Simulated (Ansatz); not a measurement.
# AlB2P3: the cost of one run

Computed with Ansatz 0.2.0 (DFT PBE, scalar-relativistic, plane waves, PAW, unless a step's input says otherwise).

1 further run of the same task is left out (it didn't finish).

## Step 1: The starting structure

The structure is hexagonal, space group P6mm (No. 183). The conventional cell has a = 4.143 Å, b = 4.143 Å, c = 7.160 Å, α = 90.00°, β = 90.00°, γ = 120.00°. Around Al (site symmetry 6mm) lie 6 B at 2.67 Å. Around B (site symmetry 3m) lie 3 B at 2.39 Å and 3 Al at 2.67 Å. P (site symmetry 6mm) is surrounded by 6 P at 2.43 Å. P (site symmetry 3m) has 6 P at 2.39 to 2.43 Å in its first shell of neighbours.

Structure file:

```xyz
6
Lattice="4.1434 0.0000 0.0000 -2.0717 3.5883 0.0000 0.0000 0.0000 7.1602" Properties=species:S:1:pos:R:3 pbc="T T T"
Al    0.0000    0.0000    1.7025
B     0.0000    2.3922    0.5244
B     2.0717    1.1961    0.5244
P     0.0000    0.0000    5.0956
P     0.0000    2.3922    4.6682
P     2.0717    1.1961    4.6682
```

A structure generator made this guess: random cell by space group and Wyckoff sites (P6mm, No. 183). Its size is a rough estimate.

## Step 2: A first look at the guess

input.yaml reads:

```yaml
crystal:
  lattice:
    - [4.1434002, 0.0, 0.0]
    - [-2.0717001, 3.58828983, 0.0]
    - [0.0, 0.0, 7.16019454]
  atoms:
    - { symbol: Al, position: [0.0, 0.0, 0.23777629] }
    - { symbol: B, position: [0.33333333, 0.66666667, 0.07323917] }
    - { symbol: B, position: [0.66666667, 0.33333333, 0.07323917] }
    - { symbol: P, position: [0.0, 0.0, 0.71165966] }
    - { symbol: P, position: [0.33333333, 0.66666667, 0.65197163] }
    - { symbol: P, position: [0.66666667, 0.33333333, 0.65197163] }
basis:
  ecutwfc: 420
kpoints:
  mp_grid: { grid: [6, 6, 4] }
hamiltonian:
  xc: pbe
scf:
  occupations: { method: gaussian, width: 0.1 }
  lower_state_search: "off"
output:
  forces: true
  stress: true
  eigenvalues: true
```

Run with:

```bash
> ansatz run input.yaml --threads 1 --pin off --max-ram 2560MiB --backend cpu --events-out ev --progress --plain --runs-dir out
```

**Question.** How long does this run take on 1 thread of Intel Xeon at 2.50GHz (Skylake/Cascade Lake), shared host, and how much memory does it need?

About 7.5 s, with a peak of 0.34 GiB.
